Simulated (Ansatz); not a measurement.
Crystal: NaLaMnMoO6.

```
Na La Mn Mo O
1.0
     0.00000    3.86259    3.86259
     3.86259    0.00000    3.86259
     3.86259    3.86259    0.00000
Na La Mn Mo O
1 1 1 1 6
Direct
  0.25000 0.25000 0.25000
  0.75000 0.75000 0.75000
  0.50000 0.50000 0.50000
  0.00000 0.00000 0.00000
  0.74662 0.25338 0.25338
  0.25338 0.25338 0.74662
  0.25338 0.74662 0.25338
  0.74662 0.25338 0.74662
  0.74662 0.74662 0.25338
  0.25338 0.74662 0.74662
```

The cell was built by a generator and needn't be a form met in nature.

Program: Ansatz 0.2.0. Alike in all runs: potentials or basis Ansatz PAW; spin collinear, ferromagnetic start; cell as given; smearing fermi-dirac 0.05 eV.

Task: Order these runs on this cell by their pressure, lowest first.
A. level r2SCANh; k mesh 3 × 3 × 3; cutoff (eV) 500; mesh quality coarse
B. level r2SCAN0; k mesh 3 × 3 × 3; cutoff (eV) 500; mesh quality coarse
C. level B3LYP; k mesh 3 × 3 × 3; cutoff (eV) 420; mesh quality coarse
D. level BLYP; k mesh 6 × 6 × 6; cutoff (eV) 420; points for each segment of the path 10; mesh quality not flagged
E. level PBEsol; k mesh 6 × 6 × 6; cutoff (eV) 420; points for each segment of the path 10; mesh quality not flagged

Result: E (-6.8 GPa), B (-4.6 GPa), A (-2.9 GPa), C (2.2 GPa), D (6.0 GPa).

Caveats: some runs use coarse meshes; a cell with one magnetic atom can't hold antiferromagnetic order, which such compounds often take; the PAW data sets come from PBE, with cores solved anew for the run's functional, which leaves a small shift of forces and pressure; the starting moments weren't kept; the magnetic or orbital state may not be the lowest (some runs); the thresholds are loose for stress (some runs).

Runs at the PBE level aren't shown here.
